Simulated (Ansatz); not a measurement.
## F₂GeH₂O, SMILES [OH][GeH]([F])[F]: a rigid torsion scan

Program: the Python package of Ansatz (0.2.0).

The script, `run_torsion.py`:
```python
"""Rigid torsion scan of F2GeH2O."""

import ansatz
from ase import Atoms

BASIS_SET = "def2-SVP"
FUNCTIONAL = "pbe"
FMAX = 0.02


def main() -> None:
    atoms = Atoms(["O", "Ge", "F", "F", "H", "H"], positions=[
        (0.2571, 0.5739, -1.2706),
        (0.0834, -0.2594, 0.272),
        (1.2114, -1.5757, 0.2788),
        (-1.4627, -0.888, 0.455),
        (-0.4414, 1.3526, -1.2196),
        (0.3943, 0.7326, 1.4382),
    ])

    # relax first, so that the scan starts from a minimum
    first = (
        ansatz.Crystal.molecule_from_ase(atoms).calculation()
        .basis(gaussian=BASIS_SET)
        .functional(FUNCTIONAL)
        .relax(force_tolerance=FMAX, max_steps=80)
    )
    atoms.positions = first.run(threads=1, pin="off").report["positions_ang"]

    start = atoms.get_dihedral(2, 1, 0, 4)
    energies = {}
    for turn in range(0, 360, 40):
        turned = atoms.copy()
        turned.set_dihedral(2, 1, 0, 4, start + turn, indices=[0, 4])
        calc = (
            ansatz.Crystal.molecule_from_ase(turned).calculation()
            .basis(gaussian=BASIS_SET)
            .functional(FUNCTIONAL)
        )
        energies[round((start + turn) % 360)] = calc.run(threads=1, pin="off").report["free_energy_ev"]
    floor = min(energies.values())
    print("dihedral F2-Ge1-O0-H4 (deg)   E - E(min) (kcal/mol)")
    for angle, e in sorted(energies.items()):
        print(f"{angle:8d} {23.060548 * (e - floor):14.3f}  " + "#" * int(30 * (e - floor) / max(max(energies.values()) - floor, 1e-9)))


if __name__ == "__main__":
    main()
```

```console
$ python run_torsion.py
dihedral F2-Ge1-O0-H4 (deg)   E - E(min) (kcal/mol)
      17          0.703  ######
      57          0.000
      97          0.725  ######
     137          2.300  #####################
     177          3.178  #############################
     217          3.216  ##############################
     257          3.213  #############################
     297          3.166  #############################
     337          2.272  #####################
```

The scan is rigid and the energies are electronic, in a modest basis. With rigid groups the curve can differ much from the relaxed path, the start wasn't checked as a minimum of this torsion, and equivalent turns needn't return to the same energy. The whole script took 51 s on 1 thread of Arm Neoverse V1, on a shared host, peak memory 0.2 GiB.
